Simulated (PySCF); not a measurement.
# C7H8OSSi: the cost of one run

The runs use PySCF 2.14.0, with density-fitted response routines of our own; the level of theory stands in each step. All values are computed, except where a source is named. Atoms count from 0, in the outputs and in this text.

## 1. Starting geometry

18 atoms, charge 0, multiplicity 1; geometry from: GFN2-xTB. The atoms were then displaced at random by about 0.01 Å, so the start is not that level's minimum.

Bonds of the start (Å): O0–C1 1.21, C1–C2 1.45, C2–C3 1.41, C3–C4 1.35, C4–C5 1.40, C5–S6 1.79, S6–Si7 2.15, C5–C8 1.39, C8–C9 1.38, C9–C2 1.40, C1–H10 1.11, C3–H11 1.10, C4–H12 1.05, Si7–H13 1.48, Si7–H14 1.45, Si7–H15 1.43, C8–H16 1.09, C9–H17 1.09.

## 2. Geometry optimisation at PBE0-D3(BJ)/def2-SVP

Job settings and geometry (Å):

```
{"job": {"xc": "PBE0", "basis": "def2-SVP", "d3": "d3bj", "grid": 1, "shake": 0.01, "kind": "geom"}, "charge": 0, "multiplicity": 1}
O     -3.959710    -0.706100     1.133790
C     -3.256230     0.199490     0.757220
C     -1.916690     0.018600     0.219170
C     -1.341090    -1.263380     0.073590
C     -0.104420    -1.455070    -0.430000
C      0.664990    -0.339380    -0.766860
S      2.306090    -0.600730    -1.426340
Si     3.497820     0.250100     0.154660
C      0.153820     0.946130    -0.610480
C     -1.122110     1.118810    -0.125980
H     -3.581810     1.261540     0.810000
H     -1.982940    -2.106960     0.364650
H      0.279700    -2.428460    -0.554570
H      3.164410    -0.509030     1.375150
H      3.116060     1.636390     0.325760
H      4.829960     0.065690    -0.331890
H      0.756980     1.800090    -0.926480
H     -1.532370     2.124230    -0.027140
```

The run is started by

```sh
OMP_NUM_THREADS=1 python probes_run.py task.json out
```

This one command runs all jobs of the session in turn.

Q: Estimate the wall time and peak memory of this first job on 1 thread of INTEL XEON PLATINUM 8581C at 2.10GHz, shared host.

About 2.4 min, with a peak of 0.9 GiB.
